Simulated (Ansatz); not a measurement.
# ClGeHO: the cost of one run

Method: RHF/def2-TZVP; program: Ansatz 0.2.0.

## Step 1: The system as given

SMILES `[OH][Ge][Cl]`, 4 atoms, charge 0, spin multiplicity 1.

Atoms are counted from 1 here; the program's logs count them from 0.

Bond lengths: O1–Ge2 1.800 Å, O1–H4 0.980 Å, Ge2–Cl3 2.243 Å. Angles: Ge2–O1–H4 112.2°, O1–Ge2–Cl3 98.0°.

As a file:

```
atom     x (Å)     y (Å)     z (Å)
  O1  -0.88075   0.59019  -0.48428
 Ge2  -0.61846  -0.62828   0.81437
 Cl3   1.60089  -0.85627   0.58674
  H4  -0.04609   0.83417  -0.93703
```

## Step 3: Plan of the scan

First coordinate, bond length O1–Ge2: 15 values from 1.465 to 2.268 Å. Second coordinate, bond length Ge2–Cl3: 15 values from 1.819 to 3.328 Å.

Nothing else is relaxed (all other coordinates rigid). Energies count from the relaxed molecule at the same level. Points are written as (first, second).

(The set-up runs are not shown.)

## Step 4: The run at (1.752 Å, 2.250 Å)

input.yaml

```yaml
crystal:
  periodic: [false, false, false]
  atoms:
    - { symbol: O, position_ang: [-0.835993, 0.563366, -0.464351] }
    - { symbol: Ge, position_ang: [-0.603311, -0.622245, 0.804385] }
    - { symbol: Cl, position_ang: [1.623215, -0.882552, 0.611194] }
    - { symbol: H, position_ang: [-0.095022, 0.867276, -0.963119] }
basis:
  gaussian: { orbitals: def2-TZVP }
hamiltonian:
  xc: hf
output:
  forces: true
```

Command:

```bash
ansatz run input.yaml --threads 1 --pin off --max-ram 2560MiB --backend cpu --events-out ev --progress --plain --runs-dir out
```

What time and memory should one allow on 1 thread of Arm Neoverse N1, shared host?

About 3.9 s, with a peak of 0.22 GiB.
